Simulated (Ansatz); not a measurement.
# C4H3F7: small, medium and large basis sets

The task here is to estimate one member of a computed series from the others.

Computed with Ansatz 0.2.0, Gaussian basis. Level: one geometry, several basis sets.

Levels to be run: PBE0-D4/def2-SVP; ωB97M-V/def2-SVP; PBE0-D4/def2-QZVPP; ωB97M-V/def2-QZVPP; the functionals' def2-TZVPP values are taken from earlier runs.

**The relaxed structure**

All runs share one geometry, relaxed beforehand with PBE0-D4 in a triple-zeta def2 set.

SMILES `FC(F)C(F)(C(F)F)C(F)F`, 14 atoms, charge 0, spin multiplicity 1.

Atoms are counted from 1 here; the program's logs count them from 0.

Bond lengths: F1–C2 1.356 Å, C2–F3 1.339 Å, C2–C4 1.538 Å, C2–H12 1.094 Å, C4–F5 1.362 Å, C4–C6 1.538 Å, C4–C9 1.533 Å, C6–F7 1.340 Å, C6–F8 1.351 Å, C6–H13 1.095 Å, C9–F10 1.343 Å, C9–F11 1.358 Å, C9–H14 1.092 Å. Angles: F1–C2–F3 107.6°, F1–C2–C4 109.1°, F1–C2–H12 108.3°, F3–C2–C4 110.0°, F3–C2–H12 109.6°, C4–C2–H12 112.2°, C2–C4–F5 108.7°, C2–C4–C6 111.1°, C2–C4–C9 109.1°, F5–C4–C6 110.0°, F5–C4–C9 107.4°, C6–C4–C9 110.4°, C4–C6–F7 109.8°, C4–C6–F8 110.6°, C4–C6–H13 110.9°, F7–C6–F8 107.9°, F7–C6–H13 109.2°, F8–C6–H13 108.3° and more.

The first run:

The input, in.yaml:

```yaml
crystal:
  periodic: [false, false, false]
  atoms:
    - {symbol: F, position_ang: [-1.787347, -0.439485, 1.443068]}
    - {symbol: C, position_ang: [-1.344900, 0.358059, 0.439800]}
    - {symbol: F, position_ang: [-1.637086, 1.622104, 0.770082]}
    - {symbol: C, position_ang: [0.177373, 0.189186, 0.297995]}
    - {symbol: F, position_ang: [0.785339, 0.820682, 1.340397]}
    - {symbol: C, position_ang: [0.677939, 0.771194, -1.035275]}
    - {symbol: F, position_ang: [1.990516, 1.029257, -0.952536]}
    - {symbol: F, position_ang: [0.043116, 1.929803, -1.316974]}
    - {symbol: C, position_ang: [0.527573, -1.299937, 0.395820]}
    - {symbol: F, position_ang: [1.831240, -1.499899, 0.141799]}
    - {symbol: F, position_ang: [-0.187901, -1.969793, -0.543979]}
    - {symbol: H, position_ang: [-1.877644, 0.086273, -0.476148]}
    - {symbol: H, position_ang: [0.499116, 0.071922, -1.859114]}
    - {symbol: H, position_ang: [0.289564, -1.698568, 1.383865]}
basis:
  gaussian: {orbitals: def2-SVP}
hamiltonian: {xc: pbe0, dispersion: d4}
output: {orbitals: {seedname: orbitals}}
```

Run with:

```bash
ansatz run in.yaml --threads 4 --pin off --events-out ev --progress --plain --max-ram 66560MiB --backend cpu
```

Steps of the session up to this table: PBE0-D4 in def2-SVP; ωB97M-V in def2-SVP; PBE0-D4 in def2-QZVPP; ωB97M-V in def2-QZVPP.

One table of the session follows, with a row left open; its other results are not shown here.

| functional | basis | HOMO (eV) | LUMO (eV) |
| --- | --- | --- | --- |
| PBE0-D4 | def2-SVP | -9.87 | 1.00 |
| PBE0-D4 | def2-TZVPP | -10.01 | 0.52 |
| PBE0-D4 | def2-QZVPP | -10.06 | 0.29 |
| ωB97M-V | def2-SVP | -12.24 | 3.16 |
| ωB97M-V | def2-TZVPP | -12.41 | 2.47 |
| ωB97M-V | def2-QZVPP | ? | ? |

Q: Estimate the row for ωB97M-V, def2-QZVPP from the others.

The run gave: HOMO (eV): -12.46; LUMO (eV): 1.71. In the column «HOMO (eV)» it is the lowest.
